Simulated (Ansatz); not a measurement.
# C2H9AlClP: up Jacob's ladder to CCSD(T)

One table from this session's results is given with a row withheld; the runs are named, their logs left out.

Computed with Ansatz 0.2.0, Gaussian basis. Level: functionals in def2-TZVPP, the program's frozen cores in correlated methods.

The runs, in order: LDA (SPW92), PBE-D4, revPBE-D4, BLYP-D4, r2SCAN-D4, B97M-V, PBE0-D4, B3LYP-D4, r2SCANh-D4, r2SCAN0-D4, HSE06-D4, BHLYP-D4, CAM-B3LYP-D4, LC-ωPBE, ωB97X-V, ωB97M-V, B2PLYP, PBE-QIDH; CCSD(T)/def2-SVP; CCSD(T)/def2-TZVPP; MP2/def2-QZVPP; extrapolation to the limit; RPA on PBE.

## The relaxed structure

All runs share one geometry, relaxed beforehand with PBE0-D4 in a triple-zeta def2 set.

SMILES `[CH3][Al-]([CH3])([PH3+])[Cl]`, 14 atoms, charge 0, spin multiplicity 1.

Atoms are counted from 1 here; the program's logs count them from 0.

Bond lengths: C1–Al2 1.957 Å, C1–H6 1.095 Å, C1–H7 1.095 Å, C1–H8 1.094 Å, Al2–C3 1.957 Å, Al2–P4 2.555 Å, Al2–Cl5 2.159 Å, C3–H9 1.094 Å, C3–H10 1.095 Å, C3–H11 1.095 Å, P4–H12 1.412 Å, P4–H13 1.409 Å, P4–H14 1.409 Å. Angles: Al2–C1–H6 112.2°, Al2–C1–H7 110.1°, Al2–C1–H8 112.4°, H6–C1–H7 106.9°, H6–C1–H8 108.1°, H7–C1–H8 106.8°, C1–Al2–C3 123.2°, C1–Al2–P4 102.3°, C1–Al2–Cl5 115.2°, C3–Al2–P4 102.2°, C3–Al2–Cl5 115.2°, P4–Al2–Cl5 90.1°, Al2–C3–H9 112.4°, Al2–C3–H10 112.2°, Al2–C3–H11 110.1°, H9–C3–H10 108.1°, H9–C3–H11 106.8°, H10–C3–H11 106.9° and more.

The first run:

in.yaml

```yaml
crystal:
  periodic: [false, false, false]
  atoms:
    - {symbol: C, position_ang: [-1.761865, 1.021123, 0.207611]}
    - {symbol: Al, position_ang: [0.101371, 0.644001, -0.255635]}
    - {symbol: C, position_ang: [1.578050, 0.813501, 1.016861]}
    - {symbol: P, position_ang: [0.052501, -1.871926, -0.696556]}
    - {symbol: Cl, position_ang: [0.623757, 0.997906, -2.320531]}
    - {symbol: H, position_ang: [-2.054567, 0.558057, 1.155439]}
    - {symbol: H, position_ang: [-1.910513, 2.100453, 0.321225]}
    - {symbol: H, position_ang: [-2.460097, 0.684763, -0.563900]}
    - {symbol: H, position_ang: [2.506562, 0.376215, 0.639306]}
    - {symbol: H, position_ang: [1.349962, 0.346115, 1.980195]}
    - {symbol: H, position_ang: [1.783566, 1.870767, 1.216603]}
    - {symbol: H, position_ang: [-0.241098, -2.872291, 0.255924]}
    - {symbol: H, position_ang: [1.246594, -2.413126, -1.211557]}
    - {symbol: H, position_ang: [-0.827124, -2.284962, -1.716186]}
basis:
  gaussian: {orbitals: def2-TZVPP}
hamiltonian: {xc: lda}
output: {orbitals: {seedname: orbitals}}
```

Launch:

```console
ansatz run in.yaml --threads 4 --pin off --events-out ev --progress --plain --max-ram 11315MiB
```

Among the steps run: LDA; PBE-D4 (GGA); revPBE-D4 (GGA); BLYP-D4 (GGA); r2SCAN-D4 (meta-GGA); B97M-V (meta-GGA); B3LYP-D4 (hybrid); r2SCANh-D4 (hybrid); r2SCAN0-D4 (hybrid); HSE06-D4 (hybrid); BHLYP-D4 (hybrid); CAM-B3LYP-D4 (range-separated); LC-ωPBE (range-separated); ωB97X-V (range-separated); ωB97M-V (range-separated); B2PLYP (double hybrid); PBE-QIDH (double hybrid).

One table of the session follows, with a row left open; its other results are not shown here.

It belongs to the step «Frontier levels by functional». 

| functional | HOMO (eV) | gap (eV) |
| --- | --- | --- |
| LDA (SPW92) | -6.21 | 4.86 |
| PBE-D4 | -6.08 | 4.86 |
| revPBE-D4 | -6.03 | 4.88 |
| BLYP-D4 | -5.96 | 4.86 |
| r2SCAN-D4 | -6.35 | 5.39 |
| B97M-V | -6.44 | 5.31 |
| PBE0-D4 | -7.34 | 7.02 |
| B3LYP-D4 | -7.13 | 6.58 |
| r2SCANh-D4 | -6.82 | 6.18 |
| r2SCAN0-D4 | ? | ? |
| HSE06-D4 | -6.94 | 6.24 |
| BHLYP-D4 | -8.53 | 9.15 |
| CAM-B3LYP-D4 | -8.71 | 9.47 |
| LC-ωPBE | -10.07 | 12.00 |
| ωB97X-V | -9.71 | 11.49 |
| ωB97M-V | -9.58 | 11.11 |

Estimate the missing values for r2SCAN0-D4.

Worked estimate for «HOMO (eV)». Against the share of exact exchange, r2SCAN-D4 (0, -6.35), r2SCANh-D4 (0.1, -6.82) give a slope of -4.70 per unit share; at 0.25 the line stands at -7.52.

The run gave: HOMO (eV): -7.53; gap (eV): 7.36. In «HOMO (eV)» the line misses by +0.01.
